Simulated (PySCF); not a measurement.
# GeH₇NSSi: NMR shifts at several levels of theory, part 1 of 2

How much do the NMR shifts of GeH₇NSSi (`[SiH3][NH][GeH2][SH]`) depend on the level of theory, and what does each level cost?

Computed with PySCF 2.14.0, with density-fitted response routines of our own, on a single molecule in the gas phase. Atoms are numbered from 0 throughout.

## Step 1: Starting geometry

11 atoms, charge 0, multiplicity 1; geometry from: PBE0-D3(BJ)/def2-SVP.

Bonds of the start (Å): Si0–N1 1.74, N1–Ge2 1.83, Ge2–S3 2.23, Si0–H4 1.49, Si0–H5 1.50, Si0–H6 1.50, N1–H7 1.02, Ge2–H8 1.54, Ge2–H9 1.53, S3–H10 1.35.

## Step 2: NMR shieldings: HF/pcSseg-2

The job: settings as JSON, then the geometry in Å.

```
{"job": {"kind": "nmr", "xc": "HF", "basis": "pcSseg-2", "pop": false}, "charge": 0, "multiplicity": 1}
Si    -1.362546     0.755888     0.907123
N     -0.416783    -0.101770    -0.277024
Ge     0.940328    -1.277233     0.082229
S      2.631695    -0.317806     1.182841
H     -1.348224    -0.071225     2.149734
H     -0.844857     2.122623     1.235253
H     -2.767777     0.917180     0.420054
H     -0.415260     0.257142    -1.227595
H      1.413824    -1.825848    -1.274155
H      0.447210    -2.367315     1.042531
H      2.912547     0.556365     0.192911
```

Method: GIAO HF/pcSseg-2 NMR shielding, non-relativistic, gas phase.

Launch:

```sh
OMP_NUM_THREADS=1 python probes_run.py task.json out
```

This one command runs all jobs of the session in turn.

The log of the run:

```text
final grid: 85312 points
cycle   1  E = -2820.4149784840  dE = -7.806e-01  |g| = 7.013e-01  |ddm| = 2.331e+00
cycle   2  E = -2820.4750114797  dE = -6.003e-02  |g| = 4.757e-01  |ddm| = 5.277e-01
cycle   3  E = -2820.4913526954  dE = -1.634e-02  |g| = 6.794e-02  |ddm| = 1.542e-01
cycle   4  E = -2820.4927953921  dE = -1.443e-03  |g| = 1.819e-02  |ddm| = 7.910e-02
cycle   5  E = -2820.4929340545  dE = -1.387e-04  |g| = 4.939e-03  |ddm| = 2.577e-02
cycle   6  E = -2820.4929489103  dE = -1.486e-05  |g| = 1.475e-03  |ddm| = 8.660e-03
cycle   7  E = -2820.4929504972  dE = -1.587e-06  |g| = 6.424e-04  |ddm| = 3.181e-03
cycle   8  E = -2820.4929506943  dE = -1.971e-07  |g| = 1.819e-04  |ddm| = 1.092e-03
cycle   9  E = -2820.4929507129  dE = -1.851e-08  |g| = 4.301e-05  |ddm| = 3.655e-04
cycle  10  E = -2820.4929507144  dE = -1.570e-09  |g| = 1.251e-05  |ddm| = 1.197e-04
cycle  11  E = -2820.4929507146  dE = -1.492e-10  |g| = 3.446e-06  |ddm| = 3.729e-05
converged SCF energy = -2820.4929507146

GIAO shielding tensors (ppm)
atom      isotropic    diamagn.    paramagn.     s11        s22        s33       span
  0 Si     434.151     873.603    -439.453    400.588    413.853    488.011     87.423
  1 N      260.793     320.676     -59.883    251.919    254.212    276.249     24.330
  2 Ge    1536.970    2753.872   -1216.902   1405.232   1562.029   1643.649    238.417
  3 S      721.469    1055.476    -334.007    595.709    699.778    868.919    273.210
  4 H       27.388      29.322      -1.934     23.959     26.275     31.929      7.970
  5 H       27.294      28.978      -1.685     23.557     25.736     32.589      9.032
  6 H       27.324      28.614      -1.290     23.779     25.131     33.062      9.282
  7 H       31.790      34.062      -2.273     22.635     28.452     44.281     21.646
  8 H       26.816      29.120      -2.303     19.790     22.478     38.182     18.392
  9 H       26.980      29.156      -2.177     20.382     22.444     38.113     17.732
 10 H       31.321      31.119       0.201     23.491     27.954     42.518     19.027
```

Wall time 41 s (1 thread of Arm Neoverse N1, shared host); peak memory 1.2 GiB.

Shifts follow as δ = σ(reference) − σ, with reference shieldings (ppm) from runs at the same level and on the same kind of geometry: 1H TMS 31.68, 29Si TMS 383.0, 15N NH3 260.7, 33S CS2 522, 73Ge GeMe4 1493. The references are single molecules in the gas phase, so shifts against H2O, NH3, PH3, H3PO4 or CFCl3 are not on the usual liquid scales and can be off by tens of ppm. Atoms listed in one row are averaged.

| atoms | environment | σ (ppm) | δ (ppm) |
| --- | --- | --- | --- |
| H8, H9 | hydrogen on a germanium bonded to N, S | 26.90 | 4.78 |
| H4, H5, H6 | hydrogen on a silicon bonded to N | 27.34 | 4.35 |
| H10 | hydrogen on a sulfur bonded to Ge | 31.32 | 0.36 |
| H7 | hydrogen on a nitrogen bonded to Ge, Si | 31.79 | -0.11 |
| Si0 | silicon bonded to N, 3 H | 434.2 | -51.2 |
| N1 | nitrogen bonded to Ge, Si, H | 260.8 | 0.0 |
| Ge2 | germanium bonded to N, S, 2 H | 1537 | -44 |
| S3 | sulfur bonded to Ge, H | 721 | -199 |

## Step 3: NMR shieldings: LDA/pcSseg-2

Settings changed since step 2:

```diff
@@ -1,2 +1,2 @@
-{"job": {"kind": "nmr", "xc": "HF", "basis": "pcSseg-2", "pop": false}, "charge": 0, "multiplicity": 1}
+{"job": {"kind": "nmr", "xc": "LDA", "basis": "pcSseg-2", "pop": false}, "charge": 0, "multiplicity": 1}
 Si    -1.362546     0.755888     0.907123
```

Method: GIAO LDA/pcSseg-2 NMR shielding, non-relativistic, gas phase.

The log of the run:

```text
coarse grid: 42568 points
cycle   1  E = -2817.5037377090  dE = -5.616e-01  |g| = 1.491e+00  |ddm| = 2.415e+00
cycle   2  E = -2817.0465431538  dE =  4.572e-01  |g| = 2.311e+00  |ddm| = 1.464e+00
cycle   3  E = -2817.6073546696  dE = -5.608e-01  |g| = 4.819e-01  |ddm| = 1.259e+00
cycle   4  E = -2817.6532104961  dE = -4.586e-02  |g| = 1.889e-01  |ddm| = 3.640e-01
cycle   5  E = -2817.6585697181  dE = -5.359e-03  |g| = 4.942e-02  |ddm| = 1.422e-01
cycle   6  E = -2817.6591802780  dE = -6.106e-04  |g| = 1.324e-02  |ddm| = 6.338e-02
cycle   7  E = -2817.6592354743  dE = -5.520e-05  |g| = 2.460e-03  |ddm| = 1.685e-02
cycle   8  E = -2817.6592368893  dE = -1.415e-06  |g| = 6.674e-04  |ddm| = 3.006e-03
final grid: 85312 points
cycle   9  E = -2817.6592317691  dE =  2.403e-08  |g| = 9.521e-04  |ddm| = 2.416e-03
cycle  10  E = -2817.6592313670  dE =  4.022e-07  |g| = 1.669e-03  |ddm| = 2.163e-03
cycle  11  E = -2817.6592319571  dE = -5.901e-07  |g| = 3.698e-04  |ddm| = 1.338e-03
cycle  12  E = -2817.6592319880  dE = -3.093e-08  |g| = 4.461e-05  |ddm| = 2.557e-04
cycle  13  E = -2817.6592319882  dE = -2.283e-10  |g| = 6.173e-06  |ddm| = 2.451e-05
converged SCF energy = -2817.6592319882

GIAO shielding tensors (ppm)
atom      isotropic    diamagn.    paramagn.     s11        s22        s33       span
  0 Si     357.143     878.914    -521.771    308.644    324.133    438.652    130.008
  1 N      229.610     319.906     -90.296    204.617    223.603    260.611     55.993
  2 Ge    1248.244    2756.602   -1508.358   1029.461   1299.988   1415.283    385.822
  3 S      626.521    1056.264    -429.744    490.072    642.083    747.407    257.335
  4 H       25.678      28.417      -2.738     22.668     24.289     30.077      7.409
  5 H       25.471      28.141      -2.670     21.613     23.844     30.955      9.341
  6 H       25.581      27.753      -2.172     22.103     23.543     31.096      8.994
  7 H       30.390      33.169      -2.779     21.848     28.151     41.171     19.323
  8 H       24.571      27.812      -3.241     17.333     20.548     35.831     18.498
  9 H       25.006      27.745      -2.739     18.302     20.812     35.905     17.603
 10 H       30.077      30.098      -0.021     23.000     27.320     39.910     16.910
```

Wall time 62 s (1 thread of Arm Neoverse N1, shared host); peak memory 1 GiB.

Key values: δ Si0 -54.1, N1 37.1, Ge2 -21, S3 -143, H8 5.98, H4 5.19 ppm (means over like atoms).

## Step 4: Shielding tensors: PBE/pcSseg-2

Settings changed since step 3:

```diff
@@ -1,2 +1,2 @@
-{"job": {"kind": "nmr", "xc": "LDA", "basis": "pcSseg-2", "pop": false}, "charge": 0, "multiplicity": 1}
+{"job": {"kind": "nmr", "xc": "PBE", "basis": "pcSseg-2", "pop": false}, "charge": 0, "multiplicity": 1}
 Si    -1.362546     0.755888     0.907123
```

Level: GIAO PBE/pcSseg-2 NMR shielding, non-relativistic, gas phase.

The log of the run:

```text
coarse grid: 42568 points
cycle   1  E = -2822.9486485078  dE = -5.573e-01  |g| = 1.400e+00  |ddm| = 2.430e+00
cycle   2  E = -2822.5378375471  dE =  4.108e-01  |g| = 2.169e+00  |ddm| = 1.435e+00
cycle   3  E = -2823.0556881483  dE = -5.179e-01  |g| = 4.182e-01  |ddm| = 1.205e+00
cycle   4  E = -2823.0904269129  dE = -3.474e-02  |g| = 1.773e-01  |ddm| = 3.390e-01
cycle   5  E = -2823.0954618949  dE = -5.035e-03  |g| = 4.009e-02  |ddm| = 1.306e-01
cycle   6  E = -2823.0958674381  dE = -4.055e-04  |g| = 1.067e-02  |ddm| = 5.162e-02
cycle   7  E = -2823.0959021984  dE = -3.476e-05  |g| = 2.173e-03  |ddm| = 1.364e-02
cycle   8  E = -2823.0959033761  dE = -1.178e-06  |g| = 5.094e-04  |ddm| = 2.627e-03
final grid: 85312 points
cycle   9  E = -2823.0959069915  dE = -2.728e-08  |g| = 6.889e-04  |ddm| = 2.443e-03
cycle  10  E = -2823.0959067722  dE =  2.193e-07  |g| = 1.163e-03  |ddm| = 1.673e-03
cycle  11  E = -2823.0959071030  dE = -3.308e-07  |g| = 2.768e-04  |ddm| = 1.045e-03
cycle  12  E = -2823.0959071206  dE = -1.762e-08  |g| = 2.160e-05  |ddm| = 1.903e-04
cycle  13  E = -2823.0959071207  dE = -8.640e-11  |g| = 4.545e-06  |ddm| = 1.946e-05
converged SCF energy = -2823.0959071207

GIAO shielding tensors (ppm)
atom      isotropic    diamagn.    paramagn.     s11        s22        s33       span
  0 Si     377.207     878.197    -500.990    333.807    347.093    450.722    116.915
  1 N      229.668     319.294     -89.625    208.365    222.776    257.864     49.498
  2 Ge    1299.465    2756.451   -1456.986   1097.116   1348.026   1453.253    356.137
  3 S      638.889    1056.269    -417.380    514.194    643.219    759.254    245.060
  4 H       26.326      29.104      -2.777     23.296     25.020     30.663      7.367
  5 H       26.080      28.767      -2.687     22.276     24.478     31.487      9.211
  6 H       26.212      28.315      -2.104     22.754     24.184     31.696      8.941
  7 H       30.942      33.492      -2.550     22.587     28.691     41.549     18.962
  8 H       25.319      28.603      -3.284     18.148     21.290     36.518     18.370
  9 H       25.732      28.595      -2.862     19.088     21.533     36.576     17.488
 10 H       30.766      30.717       0.049     23.674     28.063     40.561     16.887
```

It took 73 s on 1 thread of Arm Neoverse N1, shared host; peak memory 1.1 GiB.

Key values: δ Si0 -53.8, N1 31.4, Ge2 -30, S3 -142, H8 5.65, H4 4.97 ppm (means over like atoms).

## Step 5: Shielding tensors: BLYP/pcSseg-2

Settings changed since step 4:

```diff
@@ -1,2 +1,2 @@
-{"job": {"kind": "nmr", "xc": "PBE", "basis": "pcSseg-2", "pop": false}, "charge": 0, "multiplicity": 1}
+{"job": {"kind": "nmr", "xc": "BLYP", "basis": "pcSseg-2", "pop": false}, "charge": 0, "multiplicity": 1}
 Si    -1.362546     0.755888     0.907123
```

With the program's defaults for keys left out, this is: GIAO BLYP/pcSseg-2 NMR shielding, non-relativistic, gas phase.

The log of the run:

```text
coarse grid: 42568 points
cycle   1  E = -2823.6725438604  dE = -5.382e-01  |g| = 1.451e+00  |ddm| = 2.430e+00
cycle   2  E = -2823.1639582964  dE =  5.086e-01  |g| = 2.323e+00  |ddm| = 1.581e+00
cycle   3  E = -2823.7894760127  dE = -6.255e-01  |g| = 4.635e-01  |ddm| = 1.354e+00
cycle   4  E = -2823.8335103383  dE = -4.403e-02  |g| = 1.797e-01  |ddm| = 3.636e-01
cycle   5  E = -2823.8382682140  dE = -4.758e-03  |g| = 4.561e-02  |ddm| = 1.369e-01
cycle   6  E = -2823.8387961751  dE = -5.280e-04  |g| = 1.161e-02  |ddm| = 5.845e-02
cycle   7  E = -2823.8388371215  dE = -4.095e-05  |g| = 2.531e-03  |ddm| = 1.512e-02
cycle   8  E = -2823.8388387271  dE = -1.606e-06  |g| = 5.933e-04  |ddm| = 3.051e-03
final grid: 85312 points
cycle   9  E = -2823.8388490152  dE = -6.822e-09  |g| = 8.256e-04  |ddm| = 2.620e-03
cycle  10  E = -2823.8388486862  dE =  3.290e-07  |g| = 1.434e-03  |ddm| = 2.018e-03
cycle  11  E = -2823.8388491632  dE = -4.770e-07  |g| = 3.318e-04  |ddm| = 1.282e-03
cycle  12  E = -2823.8388491880  dE = -2.481e-08  |g| = 3.044e-05  |ddm| = 2.234e-04
cycle  13  E = -2823.8388491882  dE = -1.510e-10  |g| = 5.672e-06  |ddm| = 2.615e-05
converged SCF energy = -2823.8388491882

GIAO shielding tensors (ppm)
atom      isotropic    diamagn.    paramagn.     s11        s22        s33       span
  0 Si     368.672     877.578    -508.905    326.746    339.086    440.185    113.439
  1 N      222.366     319.835     -97.469    199.676    215.899    251.523     51.846
  2 Ge    1272.824    2755.523   -1482.699   1067.261   1326.787   1424.423    357.162
  3 S      608.983    1056.537    -447.553    479.317    610.881    736.751    257.434
  4 H       26.639      29.272      -2.633     23.652     25.365     30.901      7.249
  5 H       26.368      28.940      -2.572     22.616     24.798     31.690      9.074
  6 H       26.515      28.529      -2.015     23.093     24.512     31.939      8.846
  7 H       31.123      33.974      -2.851     23.090     29.042     41.238     18.148
  8 H       25.556      28.623      -3.067     18.396     21.569     36.704     18.307
  9 H       25.983      28.604      -2.621     19.366     21.818     36.765     17.399
 10 H       31.106      31.102       0.004     24.184     28.562     40.572     16.387
```

Run time: 73 s. Hardware: 1 thread of Arm Neoverse N1, shared host; peak memory 1.1 GiB.

Key values: δ Si0 -59.0, N1 35.2, Ge2 -36, S3 -121, H8 5.61, H4 4.87 ppm (means over like atoms).

## Step 6: Shielding tensors: BP86/pcSseg-2

Settings changed since step 5:

```diff
@@ -1,2 +1,2 @@
-{"job": {"kind": "nmr", "xc": "BLYP", "basis": "pcSseg-2", "pop": false}, "charge": 0, "multiplicity": 1}
+{"job": {"kind": "nmr", "xc": "BP86", "basis": "pcSseg-2", "pop": false}, "charge": 0, "multiplicity": 1}
 Si    -1.362546     0.755888     0.907123
```

With the program's defaults for keys left out, this is: GIAO BP86/pcSseg-2 NMR shielding, non-relativistic, gas phase.

The log of the run:

```text
coarse grid: 42568 points
cycle   1  E = -2824.0078115096  dE = -5.528e-01  |g| = 1.398e+00  |ddm| = 2.419e+00
cycle   2  E = -2823.5955560549  dE =  4.123e-01  |g| = 2.175e+00  |ddm| = 1.391e+00
cycle   3  E = -2824.1164203810  dE = -5.209e-01  |g| = 4.114e-01  |ddm| = 1.164e+00
cycle   4  E = -2824.1499518010  dE = -3.353e-02  |g| = 1.772e-01  |ddm| = 3.304e-01
cycle   5  E = -2824.1549931414  dE = -5.041e-03  |g| = 3.973e-02  |ddm| = 1.274e-01
cycle   6  E = -2824.1553957184  dE = -4.026e-04  |g| = 1.041e-02  |ddm| = 5.079e-02
cycle   7  E = -2824.1554288775  dE = -3.316e-05  |g| = 2.155e-03  |ddm| = 1.320e-02
cycle   8  E = -2824.1554300259  dE = -1.148e-06  |g| = 5.143e-04  |ddm| = 2.592e-03
final grid: 85312 points
cycle   9  E = -2824.1554362262  dE = -1.932e-08  |g| = 7.254e-04  |ddm| = 2.412e-03
cycle  10  E = -2824.1554359416  dE =  2.847e-07  |g| = 1.296e-03  |ddm| = 1.744e-03
cycle  11  E = -2824.1554363485  dE = -4.069e-07  |g| = 2.874e-04  |ddm| = 1.100e-03
cycle  12  E = -2824.1554363675  dE = -1.904e-08  |g| = 2.184e-05  |ddm| = 1.999e-04
cycle  13  E = -2824.1554363676  dE = -8.004e-11  |g| = 4.737e-06  |ddm| = 2.001e-05
converged SCF energy = -2824.1554363676

GIAO shielding tensors (ppm)
atom      isotropic    diamagn.    paramagn.     s11        s22        s33       span
  0 Si     375.821     878.258    -502.437    333.077    346.338    448.048    114.971
  1 N      228.953     320.004     -91.052    207.492    222.320    257.046     49.554
  2 Ge    1288.043    2756.593   -1468.549   1082.762   1339.526   1441.842    359.080
  3 S      632.120    1056.442    -424.322    506.554    636.775    753.030    246.476
  4 H       26.395      29.121      -2.726     23.353     25.107     30.726      7.373
  5 H       26.150      28.808      -2.658     22.357     24.554     31.537      9.180
  6 H       26.284      28.373      -2.089     22.836     24.251     31.766      8.929
  7 H       30.976      33.645      -2.669     22.665     28.733     41.530     18.865
  8 H       25.333      28.572      -3.239     18.172     21.312     36.514     18.342
  9 H       25.747      28.527      -2.780     19.106     21.561     36.574     17.468
 10 H       30.832      30.774       0.058     23.778     28.164     40.555     16.777
```

It took 73 s on 1 thread of Arm Neoverse N1, shared host; peak memory 1.1 GiB.

In short: δ Si0 -53.8, N1 30.3, Ge2 -29, S3 -137, H8 5.69, H4 4.96 ppm (means over like atoms).

## Step 7: Shielding tensors: OPBE/pcSseg-2

Settings changed since step 6:

```diff
@@ -1,2 +1,2 @@
-{"job": {"kind": "nmr", "xc": "BP86", "basis": "pcSseg-2", "pop": false}, "charge": 0, "multiplicity": 1}
+{"job": {"kind": "nmr", "xc": "OPBE", "basis": "pcSseg-2", "pop": false}, "charge": 0, "multiplicity": 1}
 Si    -1.362546     0.755888     0.907123
```

Level: GIAO OPBE/pcSseg-2 NMR shielding, non-relativistic, gas phase.

The log of the run:

```text
coarse grid: 42568 points
cycle   1  E = -2824.1921121375  dE = -6.149e-01  |g| = 1.089e+00  |ddm| = 2.463e+00
cycle   2  E = -2823.9387298553  dE =  2.534e-01  |g| = 1.616e+00  |ddm| = 1.286e+00
cycle   3  E = -2824.2733939920  dE = -3.347e-01  |g| = 3.059e-01  |ddm| = 1.010e+00
cycle   4  E = -2824.2906659059  dE = -1.727e-02  |g| = 1.591e-01  |ddm| = 2.838e-01
cycle   5  E = -2824.2953396914  dE = -4.674e-03  |g| = 2.427e-02  |ddm| = 1.175e-01
cycle   6  E = -2824.2954785227  dE = -1.388e-04  |g| = 7.948e-03  |ddm| = 3.157e-02
cycle   7  E = -2824.2954965483  dE = -1.803e-05  |g| = 1.725e-03  |ddm| = 9.674e-03
cycle   8  E = -2824.2954973153  dE = -7.671e-07  |g| = 5.207e-04  |ddm| = 2.161e-03
final grid: 85312 points
cycle   9  E = -2824.2955195363  dE = -6.053e-08  |g| = 7.513e-04  |ddm| = 3.134e-03
cycle  10  E = -2824.2955193496  dE =  1.867e-07  |g| = 1.110e-03  |ddm| = 1.836e-03
cycle  11  E = -2824.2955197004  dE = -3.508e-07  |g| = 1.174e-04  |ddm| = 1.077e-03
cycle  12  E = -2824.2955197034  dE = -2.970e-09  |g| = 2.693e-05  |ddm| = 9.126e-05
cycle  13  E = -2824.2955197036  dE = -1.664e-10  |g| = 7.911e-06  |ddm| = 2.863e-05
converged SCF energy = -2824.2955197036

GIAO shielding tensors (ppm)
atom      isotropic    diamagn.    paramagn.     s11        s22        s33       span
  0 Si     402.773     878.499    -475.726    361.708    375.290    471.322    109.614
  1 N      238.924     317.525     -78.601    222.152    230.407    264.213     42.061
  2 Ge    1345.223    2758.555   -1413.331   1158.049   1387.838   1489.783    331.735
  3 S      678.066    1056.515    -378.449    565.815    675.289    793.094    227.279
  4 H       26.454      29.408      -2.954     23.334     25.212     30.816      7.481
  5 H       26.208      28.993      -2.784     22.423     24.608     31.594      9.171
  6 H       26.332      28.402      -2.069     22.861     24.294     31.842      8.981
  7 H       31.008      32.850      -1.842     22.391     28.492     42.140     19.749
  8 H       25.519      29.066      -3.547     18.419     21.442     36.696     18.277
  9 H       25.885      29.150      -3.266     19.290     21.641     36.723     17.432
 10 H       30.741      30.603       0.137     23.416     27.917     40.889     17.473
```

Wall time 73 s (1 thread of Arm Neoverse N1, shared host); peak memory 1.1 GiB.

In short: δ Si0 -47.2, N1 23.9, Ge2 -30, S3 -161, H8 5.50, H4 4.87 ppm (means over like atoms).

## Step 8: Shielding tensors: KT2/pcSseg-2

Settings changed since step 7:

```diff
@@ -1,2 +1,2 @@
-{"job": {"kind": "nmr", "xc": "OPBE", "basis": "pcSseg-2", "pop": false}, "charge": 0, "multiplicity": 1}
+{"job": {"kind": "nmr", "xc": "KT2", "basis": "pcSseg-2", "pop": false}, "charge": 0, "multiplicity": 1}
 Si    -1.362546     0.755888     0.907123
```

Method: GIAO KT2/pcSseg-2 NMR shielding, non-relativistic, gas phase.

The log of the run:

```text
coarse grid: 42568 points
cycle   1  E = -2838.8095993010  dE = -5.584e-01  |g| = 8.415e-01  |ddm| = 2.352e+00
cycle   2  E = -2838.5191871353  dE =  2.904e-01  |g| = 1.410e+00  |ddm| = 1.302e+00
cycle   3  E = -2838.8837957115  dE = -3.646e-01  |g| = 2.782e-01  |ddm| = 1.038e+00
cycle   4  E = -2838.8990884263  dE = -1.529e-02  |g| = 1.428e-01  |ddm| = 2.863e-01
cycle   5  E = -2838.9032200894  dE = -4.132e-03  |g| = 2.182e-02  |ddm| = 1.242e-01
cycle   6  E = -2838.9033389250  dE = -1.188e-04  |g| = 6.897e-03  |ddm| = 2.858e-02
cycle   7  E = -2838.9033515585  dE = -1.263e-05  |g| = 1.914e-03  |ddm| = 8.506e-03
cycle   8  E = -2838.9033525272  dE = -9.687e-07  |g| = 6.206e-04  |ddm| = 2.422e-03
final grid: 85312 points
cycle   9  E = -2838.9033746339  dE =  2.631e-08  |g| = 9.174e-04  |ddm| = 2.335e-03
cycle  10  E = -2838.9033742989  dE =  3.350e-07  |g| = 1.404e-03  |ddm| = 2.425e-03
cycle  11  E = -2838.9033748559  dE = -5.569e-07  |g| = 1.529e-04  |ddm| = 1.526e-03
cycle  12  E = -2838.9033748588  dE = -2.942e-09  |g| = 1.580e-05  |ddm| = 8.966e-05
cycle  13  E = -2838.9033748589  dE = -4.547e-11  |g| = 7.790e-06  |ddm| = 1.912e-05
converged SCF energy = -2838.9033748589

GIAO shielding tensors (ppm)
atom      isotropic    diamagn.    paramagn.     s11        s22        s33       span
  0 Si     401.717     880.531    -478.814    359.406    371.696    474.048    114.642
  1 N      231.536     320.057     -88.521    209.761    225.563    259.284     49.523
  2 Ge    1360.052    2761.647   -1401.595   1161.283   1405.237   1513.635    352.352
  3 S      655.186    1058.098    -402.912    533.698    665.258    766.602    232.904
  4 H       26.351      29.041      -2.691     23.322     25.040     30.689      7.367
  5 H       26.122      28.737      -2.615     22.300     24.511     31.555      9.255
  6 H       26.251      28.255      -2.004     22.802     24.205     31.746      8.945
  7 H       30.954      33.796      -2.842     22.541     28.691     41.629     19.088
  8 H       25.337      28.684      -3.348     18.220     21.361     36.428     18.208
  9 H       25.765      28.640      -2.875     19.169     21.619     36.506     17.337
 10 H       30.725      30.780      -0.055     23.667     27.961     40.547     16.879
```

Wall time 73 s (1 thread of Arm Neoverse N1, shared host); peak memory 1.1 GiB.

In short: δ Si0 -50.7, N1 28.6, Ge2 -29, S3 -130, H8 5.63, H4 4.94 ppm (means over like atoms).

(Continued in part 2 of 2.)
